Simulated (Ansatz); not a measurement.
# CH4GaNO: up Jacob's ladder to CCSD(T)

One table from this session's results is given with a row withheld; the runs are named, their logs left out.

Method: functionals in def2-TZVPP, the program's frozen cores in correlated methods; program: Ansatz 0.2.0, Gaussian basis.

Plan: LDA (SPW92), PBE-D4, revPBE-D4, BLYP-D4, r2SCAN-D4, B97M-V, PBE0-D4, B3LYP-D4, r2SCANh-D4, r2SCAN0-D4, HSE06-D4, BHLYP-D4, CAM-B3LYP-D4, LC-ωPBE, ωB97X-V, ωB97M-V, B2PLYP, PBE-QIDH; CCSD(T)/def2-SVP; CCSD(T)/def2-TZVPP; MP2/def2-QZVPP; extrapolation to the limit; RPA on PBE.

## Structure used throughout

The geometry comes from an earlier relaxation with PBE0-D4 in a triple-zeta def2 set; it is a stationary point, not always the lowest conformer.

SMILES `O/C=[N]/[GaH2]`, 8 atoms, charge 0, spin multiplicity 1.

Atoms are counted from 1 here; the program's logs count them from 0.

Bond lengths: O1–C2 1.348 Å, O1–H5 0.968 Å, C2–N3 1.243 Å, C2–H6 1.095 Å, N3–Ga4 1.814 Å, Ga4–H7 1.560 Å, Ga4–H8 1.560 Å. Angles: C2–O1–H5 106.6°, O1–C2–N3 124.4°, O1–C2–H6 108.7°, N3–C2–H6 126.9°, C2–N3–Ga4 149.1°, N3–Ga4–H7 116.6°, N3–Ga4–H8 116.6°, H7–Ga4–H8 126.4°.

The first run:

in.yaml

```yaml
crystal:
  periodic: [false, false, false]
  atoms:
    - {symbol: O, position_ang: [0.476825, 2.206783, 0.496015]}
    - {symbol: C, position_ang: [0.705863, 0.889551, 0.320998]}
    - {symbol: N, position_ang: [-0.159408, 0.067209, -0.023828]}
    - {symbol: Ga, position_ang: [-0.607275, -1.643414, -0.428797]}
    - {symbol: H, position_ang: [-0.460262, 2.351865, 0.302325]}
    - {symbol: H, position_ang: [1.760743, 0.684895, 0.532024]}
    - {symbol: H, position_ang: [-1.175719, -2.511797, 0.736442]}
    - {symbol: H, position_ang: [-0.540766, -2.045082, -1.935170]}
basis:
  gaussian: {orbitals: def2-TZVPP}
hamiltonian: {xc: lda}
output: {orbitals: {seedname: orbitals}}
```

Started as:

```
ansatz run in.yaml --threads 2 --pin off --events-out ev --progress --plain --max-ram 4352MiB
```

Among the steps run: LDA; PBE-D4 (GGA); revPBE-D4 (GGA); BLYP-D4 (GGA); r2SCAN-D4 (meta-GGA); B97M-V (meta-GGA); B3LYP-D4 (hybrid); r2SCANh-D4 (hybrid); r2SCAN0-D4 (hybrid); HSE06-D4 (hybrid); BHLYP-D4 (hybrid); CAM-B3LYP-D4 (range-separated); LC-ωPBE (range-separated); ωB97X-V (range-separated); ωB97M-V (range-separated); B2PLYP (double hybrid); PBE-QIDH (double hybrid).

One table of the session follows, with a row left open; its other results are not shown here.

It belongs to the step «Frontier levels by functional». 

```
  functional  HOMO (eV)  gap (eV)
 LDA (SPW92)      -6.22      4.01
      PBE-D4      -6.01      4.06
   revPBE-D4      -5.93      4.09
     BLYP-D4      -5.90      3.99
   r2SCAN-D4      -6.23      4.57
      B97M-V      -6.31      4.41
     PBE0-D4      -7.27      6.08
    B3LYP-D4      -7.07      5.60
  r2SCANh-D4      -6.71      5.31
  r2SCAN0-D4      -7.44      6.43
    HSE06-D4      -6.86      5.31
    BHLYP-D4          ?         ?
CAM-B3LYP-D4      -8.66      8.33
     LC-ωPBE      -9.98     10.84
     ωB97X-V      -9.64     10.35
     ωB97M-V      -9.56     10.04
```

Q: Estimate the row for BHLYP-D4 from the others.

Worked estimate for «HOMO (eV)». Against the share of exact exchange, BLYP-D4 (0, -5.90), B3LYP-D4 (0.2, -7.07) give a slope of -5.85 per unit share; at 0.5 the line stands at -8.82.

As computed: HOMO (eV): -8.49; gap (eV): 8.01. In «HOMO (eV)» the line misses by -0.33.
